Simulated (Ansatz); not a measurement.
# B₂Cl₂F₂H₂: a ladder of functionals and wavefunction methods

An exercise on one series of results from a longer session: the logs are not shown, and one member is left open.

Method: functionals in def2-TZVPP, the program's frozen cores in correlated methods; program: Ansatz 0.2.0, Gaussian basis.

Levels to be run: LDA (SPW92), PBE-D4, revPBE-D4, BLYP-D4, r2SCAN-D4, B97M-V, PBE0-D4, B3LYP-D4, r2SCANh-D4, r2SCAN0-D4, HSE06-D4, BHLYP-D4, CAM-B3LYP-D4, LC-ωPBE, ωB97X-V, ωB97M-V, B2PLYP, PBE-QIDH; CCSD(T)/def2-SVP; CCSD(T)/def2-TZVPP; MP2/def2-QZVPP; extrapolation to the limit; RPA on PBE.

## The relaxed structure

The geometry comes from an earlier relaxation with PBE0-D4 in a triple-zeta def2 set; it is a stationary point, not always the lowest conformer.

8 atoms, charge 0, spin multiplicity 1.

Atoms are counted from 1 here; the program's logs count them from 0.

Bond lengths: F1–B2 1.326 Å, B2–Cl3 1.983 Å, B2–Cl6 1.983 Å, B2–H7 1.188 Å, Cl3–B4 1.983 Å, B4–F5 1.325 Å, B4–Cl6 1.983 Å, B4–H8 1.188 Å. Angles: F1–B2–Cl3 109.9°, F1–B2–Cl6 109.9°, F1–B2–H7 121.5°, Cl3–B2–Cl6 94.1°, Cl3–B2–H7 108.9°, Cl6–B2–H7 108.9°, B2–Cl3–B4 85.9°, Cl3–B4–F5 110.0°, Cl3–B4–Cl6 94.1°, Cl3–B4–H8 108.9°, F5–B4–Cl6 110.0°, F5–B4–H8 121.6°, Cl6–B4–H8 108.9°, B2–Cl6–B4 85.9°.

The first run:

File in.yaml:

```yaml
crystal:
  periodic: [false, false, false]
  atoms:
    - {symbol: F, position_ang: [1.123224, -1.331226, 1.505616]}
    - {symbol: B, position_ang: [1.137758, -0.310691, 0.659731]}
    - {symbol: Cl, position_ang: [0.394776, -0.873039, -1.090625]}
    - {symbol: B, position_ang: [-1.137392, 0.309811, -0.658853]}
    - {symbol: F, position_ang: [-1.186876, 1.318300, -1.517254]}
    - {symbol: Cl, position_ang: [-0.363018, 0.921508, 1.061412]}
    - {symbol: H, position_ang: [2.122334, 0.328240, 0.473604]}
    - {symbol: H, position_ang: [-2.090806, -0.362903, -0.433630]}
basis:
  gaussian: {orbitals: def2-TZVPP}
hamiltonian: {xc: lda}
output: {orbitals: {seedname: orbitals}}
```

The run is started by

```bash
$ ansatz run in.yaml --threads 4 --pin off --events-out ev --progress --plain --max-ram 10444MiB
```

Steps of the session up to this table: LDA; PBE-D4 (GGA); revPBE-D4 (GGA); BLYP-D4 (GGA); r2SCAN-D4 (meta-GGA); B97M-V (meta-GGA); B3LYP-D4 (hybrid); r2SCANh-D4 (hybrid); r2SCAN0-D4 (hybrid); HSE06-D4 (hybrid); BHLYP-D4 (hybrid); CAM-B3LYP-D4 (range-separated); LC-ωPBE (range-separated); ωB97X-V (range-separated); ωB97M-V (range-separated); B2PLYP (double hybrid); PBE-QIDH (double hybrid).

One of the session's tables, all rows but one given; the rest of the session is left out.

It belongs to the step «Orbital energies across the functionals». 

```
  functional  HOMO (eV)  gap (eV)
 LDA (SPW92)      -7.89      5.97
      PBE-D4      -7.81      6.13
   revPBE-D4      -7.77      6.20
     BLYP-D4      -7.73      6.18
   r2SCAN-D4      -8.18      6.78
      B97M-V      -8.28      6.91
     PBE0-D4      -9.25      8.56
    B3LYP-D4      -9.05      8.11
  r2SCANh-D4      -8.70      7.66
  r2SCAN0-D4      -9.49      8.97
    HSE06-D4      -8.85      7.77
    BHLYP-D4     -10.63     10.99
CAM-B3LYP-D4     -10.67     11.09
     LC-ωPBE     -12.00     13.65
     ωB97X-V          ?         ?
     ωB97M-V     -11.49     12.86
```

**Question.** Estimate the row for ωB97X-V.

**Answer.** HOMO (eV): -11.66; gap (eV): 13.22. In the column «HOMO (eV)» it lies between LC-ωPBE (-12.00) and ωB97M-V (-11.49).
